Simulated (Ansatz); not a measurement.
**CH₆O₂SSi: one species, many methods**

The task here is to estimate one member of a computed series from the others.

Program: Ansatz 0.2.0, Gaussian basis. Level of theory: functionals in def2-TZVPP, the program's frozen cores in correlated methods. These are calculated values, not measurements.

Plan: LDA (SPW92), PBE-D4, revPBE-D4, BLYP-D4, r2SCAN-D4, B97M-V, PBE0-D4, B3LYP-D4, r2SCANh-D4, r2SCAN0-D4, HSE06-D4, BHLYP-D4, CAM-B3LYP-D4, LC-ωPBE, ωB97X-V, ωB97M-V, B2PLYP, PBE-QIDH; CCSD(T)/def2-SVP; CCSD(T)/def2-TZVPP; MP2/def2-QZVPP; extrapolation to the limit; RPA on PBE.

## The relaxed structure

All runs share one geometry, relaxed beforehand with PBE0-D4 in a triple-zeta def2 set.

SMILES `OC(S)O[SiH3]`, 11 atoms, charge 0, spin multiplicity 1.

Atoms are counted from 1 here; the program's logs count them from 0.

Bond lengths: O1–C2 1.382 Å, O1–H6 0.964 Å, C2–S3 1.818 Å, C2–O4 1.393 Å, C2–H7 1.101 Å, S3–H8 1.344 Å, O4–Si5 1.661 Å, Si5–H9 1.482 Å, Si5–H10 1.486 Å, Si5–H11 1.482 Å. Angles: C2–O1–H6 106.8°, O1–C2–S3 109.1°, O1–C2–O4 108.6°, O1–C2–H7 111.8°, S3–C2–O4 114.1°, S3–C2–H7 104.1°, O4–C2–H7 109.2°, C2–S3–H8 94.5°, C2–O4–Si5 124.3°, O4–Si5–H9 104.0°, O4–Si5–H10 110.6°, O4–Si5–H11 112.1°, H9–Si5–H10 110.3°, H9–Si5–H11 109.8°, H10–Si5–H11 109.9°.

The first run:

Input file in.yaml:

```yaml
crystal:
  periodic: [false, false, false]
  atoms:
    - {symbol: O, position_ang: [-1.478364, -1.583532, 0.506137]}
    - {symbol: C, position_ang: [-0.798240, -0.382464, 0.583396]}
    - {symbol: S, position_ang: [0.471996, -0.501856, 1.878023]}
    - {symbol: O, position_ang: [-0.297562, -0.072595, -0.678513]}
    - {symbol: Si, position_ang: [0.886941, 1.056034, -0.964955]}
    - {symbol: H, position_ang: [-1.963405, -1.576948, -0.327215]}
    - {symbol: H, position_ang: [-1.451345, 0.435350, 0.923719]}
    - {symbol: H, position_ang: [1.052672, -1.595275, 1.355191]}
    - {symbol: H, position_ang: [0.746591, 1.364342, -2.407654]}
    - {symbol: H, position_ang: [0.652896, 2.276961, -0.151424]}
    - {symbol: H, position_ang: [2.243322, 0.522985, -0.696103]}
basis:
  gaussian: {orbitals: def2-TZVPP}
hamiltonian: {xc: lda}
output: {orbitals: {seedname: orbitals}}
```

Steps of the session up to this table: LDA; PBE-D4 (GGA); revPBE-D4 (GGA); BLYP-D4 (GGA); r2SCAN-D4 (meta-GGA); B97M-V (meta-GGA); PBE0-D4 (hybrid); B3LYP-D4 (hybrid); r2SCANh-D4 (hybrid); r2SCAN0-D4 (hybrid); HSE06-D4 (hybrid); BHLYP-D4 (hybrid); CAM-B3LYP-D4 (range-separated); LC-ωPBE (range-separated); ωB97X-V (range-separated); ωB97M-V (range-separated); B2PLYP (double hybrid); PBE-QIDH (double hybrid).

One of the session's tables, all rows but one given; the rest of the session is left out.

It belongs to the step «Frontier levels by functional». 

```
  functional  HOMO (eV)  gap (eV)
 LDA (SPW92)      -6.33      5.25
      PBE-D4      -6.19      5.34
   revPBE-D4      -6.13      5.39
     BLYP-D4      -6.03      5.29
   r2SCAN-D4      -6.46      5.94
      B97M-V      -6.59      5.94
     PBE0-D4      -7.46      7.54
    B3LYP-D4      -7.21      7.05
  r2SCANh-D4      -6.93      6.76
  r2SCAN0-D4      -7.64      7.95
    HSE06-D4      -7.05      6.76
    BHLYP-D4      -8.60      9.55
CAM-B3LYP-D4      -8.82      9.89
     LC-ωPBE          ?         ?
     ωB97X-V      -9.88     11.99
     ωB97M-V      -9.72     11.50
```

Estimate the missing values for LC-ωPBE.

The run gave: HOMO (eV): -10.26; gap (eV): 12.52. In the column «HOMO (eV)» it is the lowest.
